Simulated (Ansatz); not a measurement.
**CH₅FGe: small, medium and large basis sets**

An exercise on one series of results from a longer session: the logs are not shown, and one member is left open.

Method: one geometry, several basis sets; program: Ansatz 0.2.0, Gaussian basis.

Plan: PBE0-D4/def2-SVP; ωB97M-V/def2-SVP; PBE0-D4/def2-QZVPP; ωB97M-V/def2-QZVPP; the functionals' def2-TZVPP values are taken from earlier runs.

**Structure used throughout**

An earlier PBE0-D4 in a triple-zeta def2 set relaxation fixed the geometry.

SMILES `F[CH2][GeH3]`, 8 atoms, charge 0, spin multiplicity 1.

Atoms are counted from 1 here; the program's logs count them from 0.

Bond lengths: F1–C2 1.386 Å, C2–Ge3 1.975 Å, C2–H4 1.094 Å, C2–H5 1.094 Å, Ge3–H6 1.535 Å, Ge3–H7 1.539 Å, Ge3–H8 1.535 Å. Angles: F1–C2–Ge3 110.3°, F1–C2–H4 108.3°, F1–C2–H5 108.3°, Ge3–C2–H4 110.7°, Ge3–C2–H5 110.7°, H4–C2–H5 108.5°, C2–Ge3–H6 109.6°, C2–Ge3–H7 108.3°, C2–Ge3–H8 109.6°, H6–Ge3–H7 109.7°, H6–Ge3–H8 109.9°, H7–Ge3–H8 109.7°.

Geometry (Å):

```
F    -1.1753    1.3739   -0.7466
C    -0.5595    0.1356   -0.8409
Ge    0.5619   -0.1946    0.7510
H     0.0476    0.1219   -1.7504
H    -1.3364   -0.6287   -0.9311
H    -0.3133   -0.1733    2.0120
H     1.2192   -1.5775    0.5996
H     1.6479    0.8858    0.8505
```

The first run:

in.yaml

```yaml
crystal:
  periodic: [false, false, false]
  atoms:
    - {symbol: F, position_ang: [-1.175267, 1.373864, -0.746612]}
    - {symbol: C, position_ang: [-0.559500, 0.135560, -0.840887]}
    - {symbol: Ge, position_ang: [0.561883, -0.194622, 0.750993]}
    - {symbol: H, position_ang: [0.047571, 0.121887, -1.750373]}
    - {symbol: H, position_ang: [-1.336427, -0.628728, -0.931062]}
    - {symbol: H, position_ang: [-0.313268, -0.173341, 2.012016]}
    - {symbol: H, position_ang: [1.219151, -1.577516, 0.599631]}
    - {symbol: H, position_ang: [1.647858, 0.885797, 0.850494]}
basis:
  gaussian: {orbitals: def2-SVP}
hamiltonian: {xc: pbe0, dispersion: d4}
output: {orbitals: {seedname: orbitals}}
```

The run is started by

```console
> ansatz run in.yaml --threads 2 --pin off --events-out ev --progress --plain --max-ram 4352MiB
```

Among the steps run: PBE0-D4 in def2-SVP; ωB97M-V in def2-SVP; PBE0-D4 in def2-QZVPP; ωB97M-V in def2-QZVPP.

One table of the session follows, with a row left open; its other results are not shown here.

It belongs to the step «Density functionals: the series». 

```
functional       basis  HOMO (eV)  LUMO (eV)
   PBE0-D4    def2-SVP      -8.38       1.06
   PBE0-D4  def2-TZVPP      -8.50       0.78
   PBE0-D4  def2-QZVPP      -8.52       0.37
   ωB97M-V    def2-SVP     -10.63       2.82
   ωB97M-V  def2-TZVPP          ?          ?
   ωB97M-V  def2-QZVPP     -10.79       1.63
```

**Question.** Estimate the row for ωB97M-V, def2-TZVPP.

The run gave: HOMO (eV): -10.76; LUMO (eV): 2.38. In the column «HOMO (eV)» it lies between ωB97M-V, def2-QZVPP (-10.79) and ωB97M-V, def2-SVP (-10.63).
